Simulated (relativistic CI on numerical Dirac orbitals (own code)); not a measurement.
# Cu³⁺: K-alpha emission multiplets

Aim: the K-alpha emission spectrum of Cu³⁺ in 3 surroundings, from the same atomic integrals.

Program: relativistic CI on numerical Dirac orbitals (own code) version 1. Level of theory: Dirac-Coulomb-Breit CI, KLI orbitals optimised for each configuration, model QED (radiative potential, 1s self-energy scaled to tabulated hydrogen-like ionisation energies), valence Slater integrals scaled by 0.7, multiplet model of X-ray emission after core ionisation in a parametric crystal field. These are calculated values, not measurements, unless marked.

## 1. What is computed

| Item | Value |
| --- | --- |
| ion | Cu³⁺ (Cu IV) |
| nuclear charge | 29 |
| electrons | 26 |
| configurations | [Ar] 3d8 → 1s 2s2 2p6 3s2 3p6 3d8 → [He] 2s2 2p5 3s2 3p6 3d8 |
| temperature | 80 K |
| widths | Lorentz 1.26 eV, Gauss 0.6 eV |
| surrounding 1 | Oh, 10Dq = 23700 cm⁻¹ |
| surrounding 2 | D4h, 10Dq = 12850, Ds = -100, Dt = -220 cm⁻¹ |
| surrounding 3 | D3d, 10Dq = 31650, Dsigma = -910, Dtau = 10 cm⁻¹ |

## 2. Surrounding 1: Oh, 10Dq = 23700

Input settings:

```ini
atom Cu  Z=29  charge=3  electrons=26
nucleus A=63  rms_radius_fm=3.8823
hamiltonian dirac-coulomb  breit=on  qed=on  c_scale=1
orbitals kli  potential=per-configuration
slater_scale 0.7
correlation none
mixing on
configurations
  [Ar] 3d8
  1s 2s2 2p6 3s2 3p6 3d8
  [He] 2s2 2p5 3s2 3p6 3d8
end
emission K-alpha T=80 lorentz=1.26 gauss=0.6
crystal_field Oh 10Dq=23700
```

## 3. Surrounding 2: D4h, 10Dq = 12850, Ds = -100, Dt = -220

Changes to the settings of step 2:

```diff
@@ -13,2 +13,2 @@
 emission K-alpha T=80 lorentz=1.26 gauss=0.6
-crystal_field Oh 10Dq=23700
+crystal_field D4h 10Dq=12850 Ds=-100 Dt=-220
```

## 4. Surrounding 3: D3d, 10Dq = 31650, Dsigma = -910, Dtau = 10

Changes to the settings of step 3:

```diff
@@ -13,2 +13,2 @@
 emission K-alpha T=80 lorentz=1.26 gauss=0.6
-crystal_field D4h 10Dq=12850 Ds=-100 Dt=-220
+crystal_field D3d 10Dq=31650 Dsigma=-910 Dtau=10
```

(Steps that only read results are left out.)

Before running it: what results should come out? Wanted: highest peak, first run; ground spin.

The runs gave:

| surrounding | ground S | centroid (eV) | spread (eV) | up to four highest peaks (% of the highest), eV |
| --- | --- | --- | --- | --- |
| 1: Oh | 1.00 | 8039.24 | 9.77 | 8025.8 (64), 8047.2 (100) |
| 2: D4h | 1.00 | 8039.24 | 9.80 | 8025.8 (64), 8047.4 (100) |
| 3: D3d | 1.00 | 8039.24 | 9.76 | 8025.8 (63), 8043.2 (23), 8047.0 (100) |

```
                           quantity      value
            highest peak, first run  8047.2 eV
ground spin (effective S from ⟨S²⟩)       1.00
```

**Reading.** The position of the maximum differs by up to 0.4 eV between the surroundings, by shifts of peaks or by peaks exchanging rank. Photon energies are those of the free ion; lines in solids lie a few eV away.
